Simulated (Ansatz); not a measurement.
# Be16H: the cost of one run

Program: Ansatz 0.2.0. Level of theory: DFT PBE, plane waves, PAW, scalar-relativistic, no spin polarisation. These are calculated values, not measurements.

### 1 The starting structure

The cell holds 17 atoms (Be16H): a = 4.580 Å, b = 3.966 Å, c = 7.177 Å, α = 90.00°, β = 90.00°, γ = 90.00°.

Its coordinates follow in the input file.

### 2 End point A

Input file input.yaml:

```yaml
crystal:
  lattice:
    - [-2.29, -3.966396, 0.0]
    - [3.435, -1.983198, 0.0]
    - [0.0, 0.0, 7.17686]
  atoms:
    - { symbol: Be, position: [0.75, 0.5, 0.0] }
    - { symbol: Be, position: [0.5, 0.3333333, 0.25] }
    - { symbol: Be, position: [0.75, 0.5, 0.5] }
    - { symbol: Be, position: [0.5, 0.3333333, 0.75] }
    - { symbol: Be, position: [0.5, 0.0, 0.0] }
    - { symbol: Be, position: [0.25, 0.8333333, 0.25] }
    - { symbol: Be, position: [0.5, 0.0, 0.5] }
    - { symbol: Be, position: [0.25, 0.8333333, 0.75] }
    - { symbol: Be, position: [0.25, 0.5, 0.0] }
    - { symbol: Be, position: [0.0, 0.3333333, 0.25] }
    - { symbol: Be, position: [0.25, 0.5, 0.5] }
    - { symbol: Be, position: [0.0, 0.3333333, 0.75] }
    - { symbol: Be, position: [0.0, 0.0, 0.0] }
    - { symbol: Be, position: [0.75, 0.8333333, 0.25] }
    - { symbol: Be, position: [0.0, 0.0, 0.5] }
    - { symbol: Be, position: [0.75, 0.8333333, 0.75] }
    - { symbol: H, position: [0.2451994, 0.1795445, 0.8889359] }
basis:
  ecutwfc: 420.0
kpoints:
  mp_grid: { grid: [5, 5, 3] }
hamiltonian:
  xc: pbe
scf:
  occupations: { method: fermi_dirac, width: 0.15 }
  lower_state_search: "off"
relax:
  f_tol: 0.03
  max_steps: 60
  adjacent_minimum: "off"
```

On the command line:

```console
> ansatz run input.yaml --threads 1 --pin off --max-ram 3072MiB --backend cpu --events-out ev --progress --plain --runs-dir out
```

Q: Estimate wall time and peak memory on 1 thread of Arm Neoverse V2, shared host.

About 44 s, with a peak of 0.4 GiB.
